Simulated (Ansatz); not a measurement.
# BCl3F, charge −1: a pair, distance and slip

A grid of calculations on BCl₃F, charge −1, to see where the energy is lowest and how it rises around there.

Program: Ansatz 0.2.0. Level of theory: RKS PBE0-D4/def2-SVPD. These are calculated values, not measurements.

### Step 1. Where the work starts

5 atoms, charge -1, spin multiplicity 1.

Atoms are counted from 1 here; the program's logs count them from 0.

Bond lengths: F1–B3 1.385 Å, Cl2–B3 1.898 Å, B3–Cl4 1.898 Å, B3–Cl5 1.898 Å. Angles: F1–B3–Cl2 109.7°, F1–B3–Cl4 109.7°, F1–B3–Cl5 109.7°, Cl2–B3–Cl4 109.2°, Cl2–B3–Cl5 109.2°, Cl4–B3–Cl5 109.2°.

Geometry (Å):

```xyz
5

F    -0.14137    0.07838   -1.48309
Cl   -1.14710    1.28520    0.71338
B    -0.01012    0.00558   -0.10650
Cl   -0.48969   -1.73079    0.49135
Cl    1.78828    0.36163    0.38477
```

This geometry comes from a loose relaxation at PBE in a small basis, which is not shown.

### Step 2. Geometry optimisation

input.yaml

```yaml
crystal:
  periodic: [false, false, false]
  atoms:
    - { symbol: F, position_ang: [-0.141372, 0.078378, -1.483091] }
    - { symbol: Cl, position_ang: [-1.147103, 1.285199, 0.713376] }
    - { symbol: B, position_ang: [-0.010122, 0.005577, -0.106501] }
    - { symbol: Cl, position_ang: [-0.489687, -1.730789, 0.491349] }
    - { symbol: Cl, position_ang: [1.788283, 0.361635, 0.384767] }
total_charge: -1
basis:
  gaussian: { orbitals: def2-SVPD }
hamiltonian:
  xc: pbe0
  dispersion: d4
output:
  forces: true
relax:
  f_tol: 0.003
  max_steps: 120
```

Run with:

```sh
$ ansatz run input.yaml --threads 1 --pin off --max-ram 2560MiB --backend cpu --events-out ev --progress --plain --runs-dir out
```

Output, shortened:

```text
Warning: RAYON_NUM_THREADS=1 ignored (pool sized by the plan → 1); use --threads N
[...]
Functional definition: PBE0
[...]
1254 factors; integrals over basis functions are off by at most 3.6e-4 eV
[...]
mean field -40939.37251094 eV, -1504.4941900735 hartree, gradient 4.6e-5 eV, S^2 0.000000; 0 other end points of the search recorded, 0 dependent functions left out
[...]
reference -40939.37254102 eV, -1504.4941911792 hartree; 33, 33 occupied and 91, 91 virtual orbitals, 1254 factors
relax step   1: F+E_penalty+E_count = -40939.53108840 eV  Δ(F+E_penalty+E_count) = +0.000e0 eV  max|allowed force component| = 5.178e-1 eV/Å  Δτ_max = 0.0000 Å  (23 SCF iters, accepted)
[...]
relax step   3: F+E_penalty+E_count = -40939.54109259 eV  Δ(F+E_penalty+E_count) = -1.496e-3 eV  max|allowed force component| = 8.072e-3 eV/Å  Δτ_max = 0.0053 Å  (30 SCF iters, accepted)
[...]
relax step   4: F+E_penalty+E_count = -40939.54109733 eV  Δ(F+E_penalty+E_count) = -4.739e-6 eV  max|allowed force component| = 2.322e-3 eV/Å  Δτ_max = 0.0004 Å  (19 SCF iters, accepted)
1254 factors; integrals over basis functions are off by at most 3.5e-4 eV
[...]
mean field -40939.38177982 eV, -1504.4945306988 hartree, gradient 4.2e-5 eV, S^2 0.000000; 1 other end points of the search recorded, 0 dependent functions left out
[...]
reference -40939.38180979 eV, -1504.4945318002 hartree; 33, 33 occupied and 91, 91 virtual orbitals, 1254 factors
Total energy: -40939.54112730 eV, -1504.5003866107 hartree
Atom 0 at    -0.140081     0.077648    -1.469608 Å, force    -0.000219     0.000149    -0.002030 eV/Å
Atom 1 at    -1.138414     1.275404     0.707268 Å, force     0.000462    -0.000495    -0.000190 eV/Å
Atom 2 at    -0.010092     0.005597    -0.105867 Å, force     0.000256    -0.000180     0.002322 eV/Å
Atom 3 at    -0.485905    -1.717449     0.486932 Å, force     0.000134     0.000602    -0.000066 eV/Å
Atom 4 at     1.774491     0.358799     0.381175 Å, force    -0.000634    -0.000077    -0.000036 eV/Å
Dipole moment:     0.000913    -0.000504     0.009591 e Å
```

It took 32 s on 1 thread of Arm Neoverse V1, shared host; peak memory 0.31 GiB.

Relaxation path:

```
step  energy from step 1 (eV)  largest force component (eV/Å)
   1                   0.0000                          0.5178
   2                  -0.0085                          0.2113
   3                  -0.0100                          0.0081
   4                  -0.0100                          0.0023
```

Close pairs (by a distance rule), those that changed most:

```
  bond  before (Å)  after (Å)  change (Å)
B3–Cl5       1.898      1.883      -0.015
B3–Cl4       1.898      1.883      -0.015
Cl2–B3       1.898      1.883      -0.015
 F1–B3       1.385      1.372      -0.013
```

### Step 3. Reference: BCl3 by itself, as typed

input.yaml

```yaml
crystal:
  periodic: [false, false, false]
  atoms:
    - { symbol: Cl, position_ang: [-1.138414, 1.275404, 0.707268] }
    - { symbol: B, position_ang: [-0.010092, 0.005597, -0.105867] }
    - { symbol: Cl, position_ang: [-0.485905, -1.717449, 0.486932] }
    - { symbol: Cl, position_ang: [1.774491, 0.358799, 0.381175] }
basis:
  gaussian: { orbitals: def2-SVPD }
hamiltonian:
  xc: pbe0
  dispersion: d4
output:
  forces: true
```

Run with:

```sh
$ ansatz run input.yaml --threads 1 --pin off --max-ram 2560MiB --backend cpu --events-out ev --progress --plain --runs-dir out
```

Output, shortened:

```text
Warning: RAYON_NUM_THREADS=1 ignored (pool sized by the plan → 1); use --threads N
[...]
[... 1 set-up line as earlier in the session ...]
[...]
934 factors; integrals over basis functions are off by at most 8.3e-4 eV
[...]
mean field -38220.87677175 eV, -1404.5913143211 hartree, gradient 7.9e-5 eV, S^2 0.000000; 0 other end points of the search recorded, 0 dependent functions left out
[...]
reference -38220.87680616 eV, -1404.5913155856 hartree; 28, 28 occupied and 73, 73 virtual orbitals, 934 factors
Total energy: -38220.99070960 eV, -1404.5955014599 hartree
Atom 0 at    -1.138414     1.275404     0.707268 Å, force     0.937782    -1.126324    -2.068662 eV/Å
Atom 1 at    -0.010092     0.005597    -0.105867 Å, force     0.542571    -0.300780     5.691667 eV/Å
Atom 2 at    -0.485905    -1.717449     0.486932 Å, force     0.323542     1.690615    -1.861270 eV/Å
Atom 3 at     1.774491     0.358799     0.381175 Å, force    -1.803895    -0.263510    -1.761735 eV/Å
Dipole moment:    -0.017856     0.009899    -0.187309 e Å
```

It took 4 s on 1 thread of Arm Neoverse V1, shared host; peak memory 0.19 GiB.

### Step 4. Reference: F− by itself, as typed

input.yaml

```yaml
crystal:
  periodic: [false, false, false]
  atoms:
    - { symbol: F, position_ang: [-0.140081, 0.077648, -1.469608] }
total_charge: -1
basis:
  gaussian: { orbitals: def2-SVPD }
hamiltonian:
  xc: pbe0
```

Run with:

```sh
$ ansatz run input.yaml --threads 1 --pin off --max-ram 2560MiB --backend cpu --events-out ev --progress --plain --runs-dir out
```

Output:

```text
Warning: RAYON_NUM_THREADS=1 ignored (pool sized by the plan → 1); use --threads N
Engine: ansatz 0.2.0, aarch64-unknown-linux-gnu
[... 1 set-up line as earlier in the session ...]
  parameter a = 0.25
  parameter kappa = 0.804
  parameter beta = 0.06672455060314922
  exchange = (1 - a)*pbe_x(kappa = kappa, mu = beta*pi^2/3) + a*exact_x
  correlation = pbe_c(beta = beta)
155 factors; their error is unknown
mean field evaluation 1: about -2685.9824 eV, gradient 1.2e2 eV
mean field evaluation 2: about -2676.8569 eV, gradient 1.4e2 eV
mean field evaluation 4: about -2712.4875 eV, gradient 3.1e-1 eV
mean field evaluation 8: about -2712.5157 eV, gradient 3.1e-3 eV
mean field -2712.51572559 eV, -99.6831143061 hartree, gradient 1.7e-5 eV, S^2 0.000000; 0 other end points of the search recorded, 0 dependent functions left out
reference -2712.51574108 eV, -99.6831148753 hartree; 5, 5 occupied and 18, 18 virtual orbitals, 155 factors
Total energy: -2712.51574108 eV, -99.6831148753 hartree
```

Wall time 0.12 s (1 thread of Arm Neoverse V1, shared host); peak memory 0.059 GiB.

### Step 5. Plan of the scan

- separation of B3 and F1 along their line in the relaxed pair: 9 values from 1.152 to 3.752 Å
- sideways slip of F1: 9 values from −1.500 to 1.500 Å

Nothing else is relaxed (both partners rigid). Energies count from the ion and the molecule far apart, frozen as in the relaxed pair, each in its own basis (no counterpoise correction). Points are written as (first, second).

Of the runs on the grid, 3 are shown in the steps below; the others differ only in the two coordinates.

### Step 6. Grid point (1.152 Å, −1.500 Å)

input.yaml

```yaml
crystal:
  periodic: [false, false, false]
  atoms:
    - { symbol: F, position_ang: [-1.234734, 1.056322, -1.092445] }
    - { symbol: Cl, position_ang: [-1.138414, 1.275404, 0.707268] }
    - { symbol: B, position_ang: [-0.010092, 0.005597, -0.105867] }
    - { symbol: Cl, position_ang: [-0.485905, -1.717449, 0.486932] }
    - { symbol: Cl, position_ang: [1.774491, 0.358799, 0.381175] }
total_charge: -1
basis:
  gaussian: { orbitals: def2-SVPD }
hamiltonian:
  xc: pbe0
  dispersion: d4
output:
  forces: true
```

Run with:

```sh
$ ansatz run input.yaml --threads 1 --pin off --max-ram 2560MiB --backend cpu --events-out ev --progress --plain --runs-dir out
```

Output, shortened:

```text
Warning: RAYON_NUM_THREADS=1 ignored (pool sized by the plan → 1); use --threads N
[...]
[... 1 set-up line as earlier in the session ...]
[...]
1155 factors; integrals over basis functions are off by at most 8.0e-4 eV
[...]
mean field -40932.64693335 eV, -1504.2470296560 hartree, gradient 8.2e-5 eV, S^2 0.000000; 0 other end points of the search recorded, 0 dependent functions left out
[...]
reference -40932.64696359 eV, -1504.2470307673 hartree; 33, 33 occupied and 91, 91 virtual orbitals, 1155 factors
Total energy: -40932.80275861 eV, -1504.2527561286 hartree
Atom 0 at    -1.234734     1.056322    -1.092445 Å, force     1.038956    -2.761721   -10.605397 eV/Å
Atom 1 at    -1.138414     1.275404     0.707268 Å, force     1.447702     0.393890    10.038288 eV/Å
Atom 2 at    -0.010092     0.005597    -0.105867 Å, force    -2.045492     1.957429     3.107590 eV/Å
Atom 3 at    -0.485905    -1.717449     0.486932 Å, force     0.317914     0.688380    -1.257844 eV/Å
Atom 4 at     1.774491     0.358799     0.381175 Å, force    -0.759079    -0.277978    -1.282638 eV/Å
Dipole moment:     0.432899    -0.422094     0.080037 e Å
```

Run time: 6.8 s. Hardware: 1 thread of Arm Neoverse V1, shared host; peak memory 0.28 GiB.

That is 68 kJ/mol from the zero.

### Step 7. Point (1.294 Å, 0.000 Å)

input.yaml, as its differences from that of step 6:

```diff
@@ -3,3 +3,3 @@
   atoms:
-    - { symbol: F, position_ang: [-1.234734, 1.056322, -1.092445] }
+    - { symbol: F, position_ang: [-0.132708, 0.073561, -1.392251] }
     - { symbol: Cl, position_ang: [-1.138414, 1.275404, 0.707268] }
```

Run with:

```sh
$ ansatz run input.yaml --threads 1 --pin off --max-ram 2560MiB --backend cpu --events-out ev --progress --plain --runs-dir out
```

Output, shortened:

```text
Warning: RAYON_NUM_THREADS=1 ignored (pool sized by the plan → 1); use --threads N
[...]
[... 1 set-up line as earlier in the session ...]
[...]
1155 factors; integrals over basis functions are off by at most 6.1e-4 eV
[...]
mean field -40939.26629252 eV, -1504.4902866186 hartree, gradient 4.4e-5 eV, S^2 0.000000; 0 other end points of the search recorded, 0 dependent functions left out
[...]
reference -40939.26632232 eV, -1504.4902877140 hartree; 33, 33 occupied and 91, 91 virtual orbitals, 1155 factors
Total energy: -40939.42605462 eV, -1504.4961577677 hartree
Atom 0 at    -0.132708     0.073561    -1.392251 Å, force    -0.303777     0.168401    -3.186663 eV/Å
Atom 1 at    -1.138414     1.275404     0.707268 Å, force    -0.112511     0.132230     0.191209 eV/Å
Atom 2 at    -0.010092     0.005597    -0.105867 Å, force     0.254749    -0.141229     2.672221 eV/Å
Atom 3 at    -0.485905    -1.717449     0.486932 Å, force    -0.041836    -0.192319     0.167353 eV/Å
Atom 4 at     1.774491     0.358799     0.381175 Å, force     0.203376     0.032917     0.155880 eV/Å
Dipole moment:    -0.006837     0.003791    -0.071717 e Å
```

It took 6.5 s on 1 thread of Arm Neoverse V1, shared host; peak memory 0.28 GiB.

Energy on the map's scale: −571 kJ/mol.

### Step 8. Grid point (2.138 Å, −0.375 Å)

input.yaml, as its differences from that of step 7:

```diff
@@ -3,3 +3,3 @@
   atoms:
-    - { symbol: F, position_ang: [-0.132708, 0.073561, -1.392251] }
+    - { symbol: F, position_ang: [-0.491553, 0.365445, -2.191623] }
     - { symbol: Cl, position_ang: [-1.138414, 1.275404, 0.707268] }
```

Run with:

```sh
$ ansatz run input.yaml --threads 1 --pin off --max-ram 2560MiB --backend cpu --events-out ev --progress --plain --runs-dir out
```

Output, shortened:

```text
Warning: RAYON_NUM_THREADS=1 ignored (pool sized by the plan → 1); use --threads N
[...]
[... 1 set-up line as earlier in the session ...]
[...]
1155 factors; integrals over basis functions are off by at most 8.5e-4 eV
[...]
mean field -40936.56231951 eV, -1504.3909174436 hartree, gradient 5.4e-5 eV, S^2 0.000000; 0 other end points of the search recorded, 0 dependent functions left out
[...]
reference -40936.56235183 eV, -1504.3909186313 hartree; 33, 33 occupied and 91, 91 virtual orbitals, 1155 factors
Total energy: -40936.71660383 eV, -1504.3965872876 hartree
Atom 0 at    -0.491553     0.365445    -2.191623 Å, force     0.918098    -0.723616     3.011539 eV/Å
Atom 1 at    -1.138414     1.275404     0.707268 Å, force     0.592534    -0.674158    -0.858572 eV/Å
Atom 2 at    -0.010092     0.005597    -0.105867 Å, force    -0.726840     0.639669    -0.100585 eV/Å
Atom 3 at    -0.485905    -1.717449     0.486932 Å, force     0.249555     0.961848    -1.042018 eV/Å
Atom 4 at     1.774491     0.358799     0.381175 Å, force    -1.033346    -0.203743    -1.010364 eV/Å
Dipole moment:     0.210866    -0.159332     0.876332 e Å
```

It took 5.9 s on 1 thread of Arm Neoverse V1, shared host; peak memory 0.28 GiB.

Energy on the map's scale: −310 kJ/mol.

### Step 9. The map

81 points were computed. Energies in kJ/mol, from the ion and the molecule far apart, frozen as in the relaxed pair, each in its own basis (no counterpoise correction):

```csv
"sideways slip of F1 (Å) ↓, separation of B3 and F1 along their line in the relaxed pair (Å) →",1.152,1.294,1.526,1.811,2.138,2.499,2.890,3.309,3.752
1.500,−217,−230,−227,−203,−168,−133,−103,−79,−62
1.125,−331,−343,−326,−278,−219,−165,−122,−90,−69
0.750,−444,−466,−435,−358,−270,−195,−139,−100,−74
0.375,−477,−548,−522,−422,−310,−218,−152,−107,−78
0.000,−459,−571,−555,−446,−325,−227,−157,−109,−79
−0.375,−467,−541,−519,−420,−310,−218,−152,−107,−78
−0.750,−369,−419,−414,−350,−268,−194,−139,−100,−74
−1.125,−140,−223,−271,−257,−212,−162,−121,−90,−69
−1.500,68,−47,−142,−171,−157,−128,−101,−78,−62
```

The largest force on an atom (eV/Å) at each point:

| sideways slip of F1 (Å) ↓, separation of B3 and F1 along their line in the relaxed pair (Å) → | 1.152 | 1.294 | 1.526 | 1.811 | 2.138 | 2.499 | 2.890 | 3.309 | 3.752 |
| --- | --- | --- | --- | --- | --- | --- | --- | --- | --- |
| 1.500 | 4.9 | 4.5 | 3.8 | 3.4 | 3.2 | 3.4 | 3.8 | 4.1 | 4.3 |
| 1.125 | 4.8 | 4.5 | 3.8 | 2.9 | 2.5 | 2.8 | 3.4 | 3.9 | 4.2 |
| 0.750 | 4.2 | 3.5 | 3.7 | 3.6 | 2.8 | 2.2 | 3.0 | 3.6 | 4.1 |
| 0.375 | 9.6 | 2.2 | 3.5 | 4.1 | 3.2 | 2.2 | 2.7 | 3.5 | 4.0 |
| 0.000 | 14.7 | 3.2 | 3.1 | 4.2 | 3.4 | 2.3 | 2.5 | 3.4 | 4.0 |
| −0.375 | 9.9 | 2.7 | 3.5 | 4.0 | 3.2 | 2.2 | 2.7 | 3.5 | 4.0 |
| −0.750 | 7.8 | 5.0 | 4.0 | 3.6 | 2.8 | 2.2 | 3.0 | 3.6 | 4.1 |
| −1.125 | 10.7 | 7.1 | 4.0 | 2.9 | 2.6 | 2.9 | 3.4 | 3.9 | 4.2 |
| −1.500 | 11.0 | 7.5 | 3.9 | 3.5 | 3.4 | 3.5 | 3.8 | 4.1 | 4.3 |

### Step 10. Results

| quantity | value |
| --- | --- |
| lowest point | (1.294 Å, 0.000 Å), −571 kJ/mol |
| highest computed point | (1.152 Å, −1.500 Å), 639 kJ/mol above the lowest |
| largest force on an atom (eV/Å) | 2.2 at (2.499 Å, 0.750 Å) to 14.7 at (1.152 Å, 0.000 Å); 3.2 at the lowest point |
| time for the whole task | 9.8 min on 1 thread, shared host |

**Reading.** The lowest computed point is at (1.294 Å, 0.000 Å), −571 kJ/mol from the ion and the molecule far apart, frozen as in the relaxed pair, each in its own basis (no counterpoise correction). The grid shows no other well, apart from its symmetry copies. The highest computed point, (1.152 Å, −1.500 Å), lies 639 kJ/mol above the lowest. Round the minimum the two coordinates are nearly uncoupled. Between some neighbouring points the energy changes steeply, from close contacts of the rigid frames or a change of state; the map doesn't tell which. No counterpoise correction was made, so wells between separate parts tend to come out somewhat too deep.
